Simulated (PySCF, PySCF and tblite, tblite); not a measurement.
# 2-(trifluoromethyl)acrylic acid (C4H3F3O2): a path driven as rotation about a bond, and NMR exchange

How fast is rotation about a bond in 2-(trifluoromethyl)acrylic acid (C4H3F3O2) (`C=C(C(=O)O)C(F)(F)F`), and when do the exchanging lines merge?

Computed with tblite 0.8.0 (tight binding) and PySCF 2.14.0 (DFT, with response routines of our own); each step states its level. Atoms count from 0 throughout.

## Step 1: The starting structure

12 atoms, charge 0, multiplicity 1; geometry from: force field or distance geometry start.

Bonds of the start (Å): C0–C1 1.33, C0–H10 1.09, C0–H9 1.10, C1–C2 1.48, C1–C5 1.49, C2–O3 1.23, C2–O4 1.33, C5–F6 1.36, C5–F7 1.35, C5–F8 1.36, O4–H11 0.98.

## Step 2: GFN2-xTB relaxation, start minimum

What the job is given:

```
{"job": {"xc": "GFN2-xTB", "basis": "xTB", "kind": "relax"}, "charge": 0, "multiplicity": 1}
C     -1.154000     1.231800    -0.177600
C     -0.290500     0.226200    -0.044200
C      1.153500     0.542400    -0.049000
O      1.620500     1.667700    -0.194100
O      1.939200    -0.521600     0.102700
C     -0.655700    -1.207600     0.137700
F     -0.211400    -1.719700     1.313600
F     -1.996900    -1.379600     0.145200
F     -0.172000    -2.001000    -0.855600
H     -2.238600     1.054800    -0.167000
H     -0.839600     2.262800    -0.303300
H      2.846600    -0.157000     0.065400
```

The run is started by

```sh
OMP_NUM_THREADS=1 python ens_run.py task.json out
```

This one command runs the whole study; its stages follow in the order run.

The log of the run:

```text
step      E/eV     max force
  0    -881.74632    1.776
  1    -881.79058    2.038
  2    -881.81968    0.475
  3    -881.82831    0.385
  4    -881.84208    0.257
  5    -881.84749    0.240
  6    -881.85174    0.150
  7    -881.85355    0.075
  8    -881.85435    0.063
  9    -881.85482    0.060
 10    -881.85524    0.051
 11    -881.85555    0.050
 12    -881.85579    0.040
 13    -881.85599    0.039
 14    -881.85619    0.045
 15    -881.85638    0.046
 16    -881.85655    0.037
 17    -881.85668    0.033
 18    -881.85681    0.032
 19    -881.85694    0.033
 20    -881.85705    0.031
 21    -881.85712    0.016
 22    -881.85715    0.011
 23    -881.85716    0.008
 24    -881.85717    0.010
 25    -881.85718    0.008
 26    -881.85719    0.007
 27    -881.85719    0.005
 28    -881.85720    0.005
 29    -881.85720    0.006
 30    -881.85720    0.005
 31    -881.85721    0.005
 32    -881.85721    0.005
 33    -881.85722    0.005
 34    -881.85722    0.003
 35    -881.85722    0.002
```

Wall time 0.13 s (1 thread of Arm Neoverse V2, shared host).

Gain 0.111 eV; displacement 0.05 Å root mean square.

## Step 3: Relaxed scan, rotation

What the job is given:

```
{"job": {"xc": "GFN2-xTB", "basis": "xTB", "coordinate": [["t", [0, 1, 2, 3], 0.25], ["t", [0, 1, 2, 4], 0.25], ["t", [5, 1, 2, 3], 0.25], ["t", [5, 1, 2, 4], 0.25]], "kind": "drive"}, "charge": 0, "multiplicity": 1}
C     -1.188401     1.215567    -0.175514
C     -0.280202     0.256569    -0.039522
C      1.179650     0.580734    -0.058100
O      1.608665     1.693310    -0.196542
O      1.940136    -0.497480     0.095356
C     -0.657479    -1.193599     0.138856
F     -0.212325    -1.698975     1.296903
F     -1.988026    -1.367983     0.138901
F     -0.176879    -1.971005    -0.840611
H     -2.246161     1.015019    -0.166379
H     -0.860598     2.234564    -0.300147
H      2.882817    -0.267407     0.080770
```

The log of the run:

```text
point  coordinate     E/eV
  0    104.600     -881.84754
  1    119.500     -881.82052
  2    134.400     -881.78060
  3    149.400     -881.73843
  4    164.500     -881.70355
  5    179.700     -881.68510
  6    194.900     -881.68711
  7    210.000     -881.70642
  8    225.100     -881.73494
  9    240.000     -881.78203
 10    254.900     -881.79826
 11    269.800     -881.80027
```

Wall time 1.7 s (1 thread of Arm Neoverse V2, shared host).

The highest point is number 5, 3.7 kcal/mol above the first.

## Step 4: Nudged elastic band, leg 1

The job, as its differences from that of step 3:

```diff
@@ -1,2 +1,2 @@
-{"job": {"xc": "GFN2-xTB", "basis": "xTB", "coordinate": [["t", [0, 1, 2, 3], 0.25], ["t", [0, 1, 2, 4], 0.25], ["t", [5, 1, 2, 3], 0.25], ["t", [5, 1, 2, 4], 0.25]], "kind": "drive"}, "charge": 0, "multiplicity": 1}
+{"job": {"xc": "GFN2-xTB", "basis": "xTB", "kind": "neb"}, "charge": 0, "multiplicity": 1}
 C     -1.188401     1.215567    -0.175514
```

The log of the run:

```text
image   E - E0 / eV
  0       0.0000
  1       0.0550
  2       0.1535
  3       0.1702
  4       0.1183
  5       0.0685
  6       0.0525
```

Wall time 1 s (1 thread of Arm Neoverse V2, shared host).

The highest point is number 3, 3.9 kcal/mol above the first.

## Step 5: Saddle search, leg 1

What the job is given:

```
{"job": {"xc": "GFN2-xTB", "basis": "xTB", "kind": "saddle"}, "charge": 0, "multiplicity": 1}
C     -1.041535     1.101574    -0.548814
C     -0.258750     0.189069     0.001865
C      1.211051     0.395289     0.264333
O      1.681123     0.593816     1.345589
O      1.913185     0.333829    -0.862319
C     -0.777685    -1.165733     0.416762
F     -0.303188    -1.568156     1.598111
F     -2.113433    -1.203271     0.499677
F     -0.426868    -2.109715    -0.476089
H     -2.094666     0.926973    -0.695944
H     -0.651244     2.055822    -0.856623
H      2.862010     0.450504    -0.686548
```

The log of the run:

```text
step      E/eV     max force
  0    -881.68704   0.0201
  1    -881.68521   0.2897
  2    -881.68575   0.0544
  3    -881.68689   0.0146
  4    -881.68660   0.0297
  5    -881.68635   0.0367
  6    -881.68629   0.0240
  7    -881.68635   0.0536
  8    -881.68630   0.0135
  9    -881.68637   0.0190
 10    -881.68652   0.0227
 11    -881.68672   0.0149
 12    -881.68711   0.0333
 13    -881.68765   0.0228
 14    -881.68824   0.0536
 15    -881.68790   0.0077
 16    -881.68829   0.0082
 17    -881.68884   0.0214
 18    -881.68934   0.0273
 19    -881.68983   0.0252
 20    -881.69039   0.0398
 21    -881.69093   0.0259
 22    -881.69130   0.0790
 23    -881.69120   0.0096
 24    -881.69147   0.0251
 25    -881.69170   0.0318
 26    -881.69189   0.0165
 27    -881.69198   0.0354
 28    -881.69204   0.0061
 29    -881.69205   0.0052
 30    -881.69206   0.0040
lowest wavenumbers (cm-1): -45.9 20.7 124.6 161.4 267.9 281.8
```

Run time: 3.4 s. Hardware: 1 thread of Arm Neoverse V2, shared host.

Point group C1; 1 imaginary mode, 46i cm⁻¹, carried by O4, O3, C0. Steps downhill from it reached both ends.

## Step 6: Shieldings, start: PBE0/pcSseg-1 in water

What the job is given:

```
{"job": {"kind": "nmr", "xc": "PBE0", "basis": "pcSseg-1", "solvent": "water", "pop": false}, "charge": 0, "multiplicity": 1}
C     -1.188401     1.215567    -0.175514
C     -0.280202     0.256569    -0.039522
C      1.179650     0.580734    -0.058100
O      1.608665     1.693310    -0.196542
O      1.940136    -0.497480     0.095356
C     -0.657479    -1.193599     0.138856
F     -0.212325    -1.698975     1.296903
F     -1.988026    -1.367983     0.138901
F     -0.176879    -1.971005    -0.840611
H     -2.246161     1.015019    -0.166379
H     -0.860598     2.234564    -0.300147
H      2.882817    -0.267407     0.080770
```

The log of the run:

```text
coarse grid: 11640 points
cycle   1  E = -603.2049204669  dE =  1.718e+00  |g| = 1.225e+00  |ddm| = 3.302e+00
cycle   2  E = -602.7677672026  dE =  4.372e-01  |g| = 2.026e+00  |ddm| = 2.301e+00
cycle   3  E = -603.4511932206  dE = -6.834e-01  |g| = 2.769e-01  |ddm| = 1.694e+00
cycle   4  E = -603.4642347829  dE = -1.304e-02  |g| = 9.047e-02  |ddm| = 2.366e-01
cycle   5  E = -603.4655158817  dE = -1.281e-03  |g| = 2.224e-02  |ddm| = 6.371e-02
cycle   6  E = -603.4656197677  dE = -1.039e-04  |g| = 5.630e-03  |ddm| = 2.006e-02
cycle   7  E = -603.4656255600  dE = -5.792e-06  |g| = 2.026e-03  |ddm| = 4.473e-03
final grid: 118176 points
cycle   8  E = -603.5575279552  dE = -3.368e-05  |g| = 1.126e-02  |ddm| = 2.755e-02
cycle   9  E = -603.5574911817  dE =  3.677e-05  |g| = 1.835e-02  |ddm| = 2.030e-02
cycle  10  E = -603.5575500022  dE = -5.882e-05  |g| = 1.796e-03  |ddm| = 1.308e-02
cycle  11  E = -603.5575505717  dE = -5.694e-07  |g| = 3.716e-04  |ddm| = 1.315e-03
cycle  12  E = -603.5575505925  dE = -2.085e-08  |g| = 1.153e-04  |ddm| = 2.997e-04
cycle  13  E = -603.5575505951  dE = -2.621e-09  |g| = 3.828e-05  |ddm| = 1.055e-04
cycle  14  E = -603.5575505955  dE = -3.274e-10  |g| = 7.512e-06  |ddm| = 3.362e-05
converged SCF energy = -603.5575505955

GIAO shielding tensors (ppm)
atom      isotropic    diamagn.    paramagn.     s11        s22        s33       span
  0 C       36.784     249.420    -212.636    -87.372     20.093    177.631    265.003
  1 C       50.620     266.054    -215.434    -54.175     77.637    128.399    182.574
  2 C       19.191     243.812    -224.621    -78.934     59.541     76.968    155.902
  3 O      -51.665     402.847    -454.513   -262.133   -184.604    291.741    553.875
  4 O      129.052     393.381    -264.329    -20.238    177.516    229.878    250.115
  5 C       55.512     237.737    -182.225     49.232     53.888     63.415     14.183
  6 F      251.361     473.469    -222.108    170.920    248.903    334.261    163.341
  7 F      264.047     472.613    -208.566    184.274    257.863    350.003    165.729
  8 F      251.397     473.457    -222.060    171.004    248.883    334.305    163.302
  9 H       24.299      28.896      -4.597     20.352     23.140     29.404      9.052
 10 H       23.992      29.366      -5.374     20.898     23.077     28.001      7.102
 11 H       24.018      28.466      -4.447     19.228     19.945     32.881     13.653
```

It took 16 s on 1 thread of Arm Neoverse V2, shared host; peak memory 0.83 GiB.

Key values: HOMO -8.70 eV, LUMO -1.86 eV; dipole 1.11 D.

## Step 7: Shieldings, saddle of leg 1: PBE0/pcSseg-1 in water

What the job is given:

```
{"job": {"kind": "nmr", "xc": "PBE0", "basis": "pcSseg-1", "solvent": "water", "pop": false}, "charge": 0, "multiplicity": 1}
C     -1.082550     1.166009    -0.397265
C     -0.263098     0.213039     0.010867
C      1.222449     0.406348     0.194510
O      1.738300     0.751238     1.216379
O      1.875779     0.144349    -0.931754
C     -0.748593    -1.168309     0.373287
F     -0.692579    -1.392124     1.693714
F     -2.017018    -1.381372     0.002419
F     -0.011510    -2.127438    -0.206883
H     -2.141200     0.993835    -0.500699
H     -0.715168     2.147708    -0.640381
H      2.835188     0.246717    -0.814194
```

The log of the run:

```text
coarse grid: 11640 points
cycle   1  E = -603.1884385010  dE =  1.721e+00  |g| = 1.236e+00  |ddm| = 3.278e+00
cycle   2  E = -602.7414702210  dE =  4.470e-01  |g| = 2.047e+00  |ddm| = 1.886e+00
cycle   3  E = -603.4420740460  dE = -7.006e-01  |g| = 2.640e-01  |ddm| = 1.333e+00
cycle   4  E = -603.4539418453  dE = -1.187e-02  |g| = 9.486e-02  |ddm| = 2.064e-01
cycle   5  E = -603.4553619006  dE = -1.420e-03  |g| = 2.439e-02  |ddm| = 5.912e-02
cycle   6  E = -603.4554843930  dE = -1.225e-04  |g| = 6.141e-03  |ddm| = 2.109e-02
cycle   7  E = -603.4554913769  dE = -6.984e-06  |g| = 2.204e-03  |ddm| = 4.712e-03
final grid: 118176 points
cycle   8  E = -603.5489952273  dE = -3.538e-05  |g| = 1.161e-02  |ddm| = 2.376e-02
cycle   9  E = -603.5489527781  dE =  4.245e-05  |g| = 1.936e-02  |ddm| = 1.868e-02
cycle  10  E = -603.5490189246  dE = -6.615e-05  |g| = 1.872e-03  |ddm| = 1.173e-02
cycle  11  E = -603.5490195584  dE = -6.338e-07  |g| = 4.042e-04  |ddm| = 1.214e-03
cycle  12  E = -603.5490195821  dE = -2.371e-08  |g| = 1.366e-04  |ddm| = 2.926e-04
cycle  13  E = -603.5490195858  dE = -3.681e-09  |g| = 4.397e-05  |ddm| = 1.166e-04
cycle  14  E = -603.5490195862  dE = -4.313e-10  |g| = 8.872e-06  |ddm| = 3.761e-05
converged SCF energy = -603.5490195862

GIAO shielding tensors (ppm)
atom      isotropic    diamagn.    paramagn.     s11        s22        s33       span
  0 C       51.779     249.343    -197.564    -63.986     42.339    176.984    240.970
  1 C       46.537     264.832    -218.296    -61.810     70.500    130.920    192.730
  2 C       15.071     246.392    -231.321    -87.487     53.611     79.090    166.577
  3 O     -103.340     402.101    -505.441   -357.339   -220.802    268.122    625.461
  4 O      112.719     393.261    -280.542    -48.268    165.468    220.958    269.226
  5 C       55.684     238.414    -182.730     49.997     55.718     61.337     11.340
  6 F      245.961     473.115    -227.154    163.371    243.226    331.285    167.914
  7 F      264.046     472.498    -208.453    182.787    260.966    348.385    165.598
  8 F      252.087     473.909    -221.822    172.535    249.137    334.590    162.055
  9 H       24.797      28.901      -4.104     21.325     23.733     29.334      8.009
 10 H       25.076      28.584      -3.507     21.688     24.344     29.198      7.510
 11 H       23.974      28.687      -4.713     18.261     20.785     32.875     14.614
```

Wall time 16 s (1 thread of Arm Neoverse V2, shared host); peak memory 0.84 GiB.

In short: HOMO -8.44 eV, LUMO -0.93 eV; dipole 3.62 D.

## Step 8: Shieldings, end: PBE0/pcSseg-1 in water

What the job is given:

```
{"job": {"kind": "nmr", "xc": "PBE0", "basis": "pcSseg-1", "solvent": "water", "pop": false}, "charge": 0, "multiplicity": 1}
C     -0.942938     0.991385    -0.710165
C     -0.220487     0.077296    -0.074549
C      1.267353     0.131345     0.044657
O      1.931726    -0.686857     0.615930
O      1.782670     1.203266    -0.562389
C     -0.854836    -1.120253     0.594964
F     -0.613304    -1.153324     1.909968
F     -2.190656    -1.120489     0.456657
F     -0.423665    -2.276649     0.079654
H     -2.015911     0.919750    -0.777083
H     -0.463582     1.833844    -1.177920
H      2.748675     1.204435    -0.465262
```

The log of the run:

```text
coarse grid: 11640 points
cycle   1  E = -603.2085047691  dE =  1.711e+00  |g| = 1.221e+00  |ddm| = 3.302e+00
cycle   2  E = -602.8214728592  dE =  3.870e-01  |g| = 1.958e+00  |ddm| = 2.085e+00
cycle   3  E = -603.4564082410  dE = -6.349e-01  |g| = 2.303e-01  |ddm| = 1.471e+00
cycle   4  E = -603.4652188987  dE = -8.811e-03  |g| = 9.077e-02  |ddm| = 2.115e-01
cycle   5  E = -603.4665196323  dE = -1.301e-03  |g| = 2.328e-02  |ddm| = 6.591e-02
cycle   6  E = -603.4666293359  dE = -1.097e-04  |g| = 5.684e-03  |ddm| = 2.030e-02
cycle   7  E = -603.4666354912  dE = -6.155e-06  |g| = 1.980e-03  |ddm| = 4.674e-03
final grid: 118176 points
cycle   8  E = -603.5581562998  dE = -3.453e-05  |g| = 1.078e-02  |ddm| = 2.505e-02
cycle   9  E = -603.5581221275  dE =  3.417e-05  |g| = 1.764e-02  |ddm| = 1.926e-02
cycle  10  E = -603.5581768569  dE = -5.473e-05  |g| = 1.604e-03  |ddm| = 1.231e-02
cycle  11  E = -603.5581773048  dE = -4.480e-07  |g| = 4.037e-04  |ddm| = 1.211e-03
cycle  12  E = -603.5581773290  dE = -2.414e-08  |g| = 1.207e-04  |ddm| = 3.097e-04
cycle  13  E = -603.5581773317  dE = -2.678e-09  |g| = 4.411e-05  |ddm| = 1.096e-04
cycle  14  E = -603.5581773321  dE = -4.538e-10  |g| = 7.414e-06  |ddm| = 3.957e-05
converged SCF energy = -603.5581773321

GIAO shielding tensors (ppm)
atom      isotropic    diamagn.    paramagn.     s11        s22        s33       span
  0 C       37.953     250.216    -212.263    -85.956     24.530    175.285    261.241
  1 C       50.907     265.962    -215.054    -50.713     76.567    126.867    177.580
  2 C       19.044     245.094    -226.050    -77.493     54.936     79.689    157.183
  3 O      -68.306     402.908    -471.213   -288.572   -208.068    291.723    580.296
  4 O      133.902     393.091    -259.189    -24.691    176.300    250.097    274.788
  5 C       55.788     238.355    -182.567     49.811     54.349     63.203     13.393
  6 F      253.780     473.247    -219.467    174.554    252.121    334.663    160.109
  7 F      263.218     472.658    -209.440    181.067    257.189    351.397    170.330
  8 F      253.763     473.227    -219.464    174.548    252.083    334.660    160.112
  9 H       24.190      28.987      -4.796     20.156     22.995     29.421      9.265
 10 H       24.021      29.235      -5.214     21.091     22.780     28.192      7.100
 11 H       24.339      28.689      -4.350     19.273     20.619     33.124     13.851
```

Wall time 16 s (1 thread of Arm Neoverse V2, shared host); peak memory 0.84 GiB.

In short: HOMO -8.68 eV, LUMO -1.87 eV; dipole 5.15 D.

## Step 9: Kinetics and line shapes

What the job is given:

```
{"job": {"smiles": "C=C(C(=O)O)C(F)(F)F", "charge": 0, "mult": 1, "motion": "rotation", "what": "diene or enone", "atoms": [1, 2], "drives": [{"terms": [["t", [0, 1, 2, 3], 0.25], ["t", [0, 1, 2, 4], 0.25], ["t", [5, 1, 2, 3], 0.25], ["t", [5, 1, 2, 4], 0.25]], "by": 180, "n": 12}], "study": "path", "level": {"kind": "nmr", "xc": "PBE0", "basis": "pcSseg-1", "solvent": "water"}, "fields": [80, 360, 500], "first": 0, "seed": 490, "kind": "path"}, "charge": 0, "multiplicity": 1}
C     -1.188401     1.215567    -0.175514
C     -0.280202     0.256569    -0.039522
C      1.179650     0.580734    -0.058100
O      1.608665     1.693310    -0.196542
O      1.940136    -0.497480     0.095356
C     -0.657479    -1.193599     0.138856
F     -0.212325    -1.698975     1.296903
F     -1.988026    -1.367983     0.138901
F     -0.176879    -1.971005    -0.840611
H     -2.246161     1.015019    -0.166379
H     -0.860598     2.234564    -0.300147
H      2.882817    -0.267407     0.080770
```

The log of the run:

```text
stationary points (kcal/mol above the start)
  n  kind          group   xTB      DFT    lowest mode
  0  minimum      Cs       0.00     0.00      42.9
  1  saddle       C1       3.81     5.38     -45.9
  2  minimum      Cs       1.21    -0.38      33.5

GFN2-xTB energies: T/K, barrier G, reaction G (kcal/mol), k forward, k back (1/s)
 150.00     3.66     1.15   2.88e+07   1.36e+09
 200.00     3.69     1.13   7.67e+08   1.32e+10
 250.00     3.74     1.11   5.62e+09   5.29e+10
 298.15     3.79     1.10   2.06e+10   1.32e+11
 350.00     3.86     1.08   5.66e+10   2.68e+11
 400.00     3.94     1.07   1.17e+11    4.5e+11
 500.00     4.12     1.04   3.31e+11   9.44e+11

PBE0/pcSseg-1 + D3(BJ), IEF-PCM water energies: T/K, barrier G, reaction G (kcal/mol), k forward, k back (1/s)
 150.00     5.23    -0.44   1.48e+05   3.41e+04
 200.00     5.26    -0.46   1.47e+07   4.68e+06
 250.00     5.31    -0.47   2.38e+08   9.19e+07
 298.15     5.36    -0.49   1.46e+09   6.38e+08
 350.00     5.43    -0.50   5.91e+09   2.86e+09
 400.00     5.51    -0.52   1.63e+10   8.48e+09
 500.00     5.69    -0.54   6.81e+10   3.93e+10
```

Wall time 57 s (1 thread of Arm Neoverse V2, shared host); peak memory 0.84 GiB. This counts the whole study up to here.

Barriers by level (kcal/mol; entropies in cal/(mol K)). Zero-point and thermal terms come from xTB in every row. ΔG‡ leaves symmetry out; the rate counts equivalent paths (a factor of 2); effective ΔG‡, where given, is the barrier that would give that rate by Eyring's equation alone:

```
                                level   ΔE‡  with zero-point   ΔH‡   ΔS‡  ΔG‡ (298 K)  ΔE of reaction  k at 298 K (1/s)  effective ΔG‡
                             GFN2-xTB  3.81             3.62  3.24  -1.8         3.79            1.21           2.1e+10           3.38
PBE0/pcSseg-1 + D3(BJ), IEF-PCM water  5.38             5.20  4.81  -1.8         5.36           -0.38           1.5e+09           4.95
```

Sites that the driver pairs across this motion, and where their lines would merge (no couplings; faster rotations or exchange between molecules can average them sooner):

```
nucleus                      sites: shielding (ppm)  proton frequency (MHz)  spread (Hz)  coalescence (K)  lines at 298 K
    17O                  O3: -51.7; O3 (end): -68.3                     500         1128              122               –
    19F  F6, F7, F8: 255.6; F6, F7, F8 (end): 256.9                     500          621              119               –
    17O                  O4: 129.1; O4 (end): 133.9                     500          329              116               –
     1H                H11: 24.02; H11 (end): 24.34                     500          160              112               –
    13C                    C0: 36.8; C0 (end): 38.0                     500          147              112               –
     1H                  H9: 24.30; H9 (end): 24.19                     500           54              108               –
```

Rows that set an atom against itself at the end compare its shielding in the two forms.

Lines of quadrupolar nuclei are broad, so their coalescence could hardly be seen.

## Step 10: Nudged elastic band

What the job is given:

```
{"job": {"start": "idpp", "steps": 12, "xc": "GFN2-xTB", "basis": "xTB", "kind": "neb"}, "charge": 0, "multiplicity": 1}
C     -1.188401     1.215567    -0.175514
C     -0.280202     0.256569    -0.039522
C      1.179650     0.580734    -0.058100
O      1.608665     1.693310    -0.196542
O      1.940136    -0.497480     0.095356
C     -0.657479    -1.193599     0.138856
F     -0.212325    -1.698975     1.296903
F     -1.988026    -1.367983     0.138901
F     -0.176879    -1.971005    -0.840611
H     -2.246161     1.015019    -0.166379
H     -0.860598     2.234564    -0.300147
H      2.882817    -0.267407     0.080770
```

The log of the run:

```text
image   E - E0 / eV
  0       0.0000
  1       0.1335
  2       0.5939
  3       1.2594
  4       0.7245
  5       0.1980
  6       0.0525
```

Run time: 0.44 s. Hardware: 1 thread of Arm Neoverse V2, shared host; peak memory 0.28 GiB.

This input is unsound on purpose: too few band steps.

The run did not converge, so its numbers are no properties of the molecule.

## Step 11: Results

| quantity | value |
| --- | --- |
| barrier (PBE0/pcSseg-1 + D3(BJ), IEF-PCM water) | ΔE‡ 5.4, ΔG‡(298 K) 5.4 kcal/mol |
| barrier (GFN2-xTB) | ΔE‡ 3.8 kcal/mol |
| rate at 298 K | 1.5e+09 s⁻¹ |
| end of the path | -0.4 kcal/mol from the start |
| stages that failed or stayed incomplete | 1 |

**Reading.** The barrier is 5.4 kcal/mol at the DFT level (xTB: 3.8); with thermal terms and the count of paths the DFT value gives a rate of 1.5e+09 s⁻¹ at 298 K. An error of 1.4 kcal/mol changes that rate tenfold.
